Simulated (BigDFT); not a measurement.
Write the native input for BigDFT 1.9.6 that does the following.

| Item | Value |
| --- | --- |
| Task | single point |
| Functional | PBE |
| Potentials or basis | GTH-PBE (Br q7, C q4, Cl q7, F q7) |
| Grid spacing | 0.27 bohr |
| Occupations | fixed |
| Spin | no spin polarisation |
| Coarse and fine radii (rmult) | [6.0, 8.0] |
| Empty orbitals to converge (nvirt) | 2 |
| Boundary conditions | free |
| SCF solver | direct minimisation |

FCCl2Br, in a box:

```xyz
5
Lattice="13.8000 0.0000 0.0000 0.0000 13.8000 0.0000 0.0000 0.0000 13.8000" Properties=species:S:1:pos:R:3 pbc="T T T"
F     6.9097    6.7260    8.1022
C     7.0686    6.5979    6.5842
Cl    8.5209    5.2487    6.1978
Cl    5.3090    5.9937    5.7986
Br    7.6335    8.5996    5.7760
```

One way to write it, as run:

input.yaml

```yaml
dft:
  hgrids: 0.27
  rmult: [6.0, 8.0]
  ixc: PBE
  gnrm_cv: 3.e-05
  ncong: 6
  idsx: 6
  itermax: 80
  nrepmax: 2
  norbv: 5
  nvirt: 2
  itermax_virt: 30
  gnrm_cv_virt: 0.001
posinp:
  units: angstroem
  positions:
  - {F: [6.909717546, 6.726005046, 8.1021525]}
  - {C: [7.068647454, 6.597894954, 6.5841525]}
  - {Cl: [8.520867546, 5.248715046, 6.1977525]}
  - {Cl: [5.3090325, 5.993685, 5.7985875]}
  - {Br: [7.633527546, 8.599584954, 5.776047546]}
```

Potentials or basis: GTH-PBE (Br q7, C q4, Cl q7, F q7).

Run with:

```bash
$ OMP_NUM_THREADS=1 bigdft  # reads input.yaml, psppar.Br, psppar.C, psppar.Cl, psppar.F
```

It gave:

```
Largest force                   : 4.781 eV/Å
Gap between the frontier levels : 2.22 eV
Highest occupied level          : -7.70 eV
Lowest empty level              : -5.48 eV
Dipole moment                   : 0.80 D
```

Caveat: boundaries are free: the box only frames the coordinates, and the band gap is the HOMO-LUMO gap; the noise in the forces, which the program reports and removes, is over 0.05 eV/Å, so forces are rough.

Run time: 5.2 min on 1 thread of Intel(R) Xeon(R) Platinum 8375C CPU @ 2.90GHz (Ice Lake) (shared host), peak memory 1.5 GiB.
